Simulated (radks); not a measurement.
# The series with 46 electrons, Pd to Os³⁰⁺

One table from this session's results is given with a row withheld; the runs are named, their logs left out.

Program: radks (a radial shooting solver on a logarithmic mesh, Libxc functionals) version 1. Level of theory: scalar-relativistic Kohn-Sham, BLYP, spin-unpolarised, spherical densities, finite nucleus. These are calculated values, not measurements, unless marked.

## What is computed

```
electrons     : 46
ions          : Pd, In³⁺, Te⁶⁺, Cs⁹⁺, Ce¹²⁺, Pm¹⁵⁺, Gd¹⁸⁺, Ho²¹⁺, Yb²⁴⁺, Ta²⁷⁺, Os³⁰⁺
configuration : [Kr] 4d10
```

Outer shells as boxes (Hund's rule):

[Kr] 4d10
```
[Kr] core
4d [↑↓][↑↓][↑↓][↑↓][↑↓]
```

The first run:

Settings of this run:

```text
Z 46
configuration [Kr] 4d10
relativity scalar-relativistic
functional b88,lyp
spin unpolarised
nucleus finite rms 4.5318 fm
c 137.035999084
```

Steps of the session up to this table: Pd; In³⁺; Te⁶⁺; Cs⁹⁺; Ce¹²⁺; Pm¹⁵⁺; Gd¹⁸⁺; Ho²¹⁺; Yb²⁴⁺; Ta²⁷⁺; Os³⁰⁺.

One of the session's tables, all rows but one given; the rest of the session is left out.

| ion | E (hartree) | ε(3p) (eV) | ε(3d) (eV) | ε(4s) (eV) | ε(4p) (eV) |
| --- | --- | --- | --- | --- | --- |
| Pd | ? | ? | ? | ? | ? |
| In³⁺ | -5880.15219 | -678.75 | -462.38 | -149.13 | -107.58 |
| Te⁶⁺ | -6786.78741 | -877.93 | -634.12 | -237.16 | -187.01 |
| Cs⁹⁺ | -7767.0469 | -1109.5 | -836.53 | -345.09 | -285.21 |
| Ce¹²⁺ | -8822.0537 | -1372.2 | -1068.2 | -471.78 | -401.00 |
| Pm¹⁵⁺ | -9953.1555 | -1665.6 | -1328.6 | -616.95 | -533.92 |
| Gd¹⁸⁺ | -11161.8612 | -1989.8 | -1617.3 | -780.60 | -683.79 |
| Ho²¹⁺ | -12449.9685 | -2344.7 | -1934.2 | -962.94 | -850.58 |
| Yb²⁴⁺ | -13819.3421 | -2730.7 | -2279.2 | -1164.3 | -1034.3 |
| Ta²⁷⁺ | -15272.1898 | -3147.9 | -2652.2 | -1385.1 | -1235.1 |
| Os³⁰⁺ | -16810.8514 | -3596.7 | -3053.2 | -1625.9 | -1453.1 |

**Question.** Estimate the row for Pd.

**Answer.** E (hartree): -5046.36281; ε(3p) (eV): -516.09; ε(3d) (eV): -325.62; ε(4s) (eV): -85.340; ε(4p) (eV): -51.181. In the column «E (hartree)» it is the highest.

The configuration is held, so it need not be the ground state of every ion.
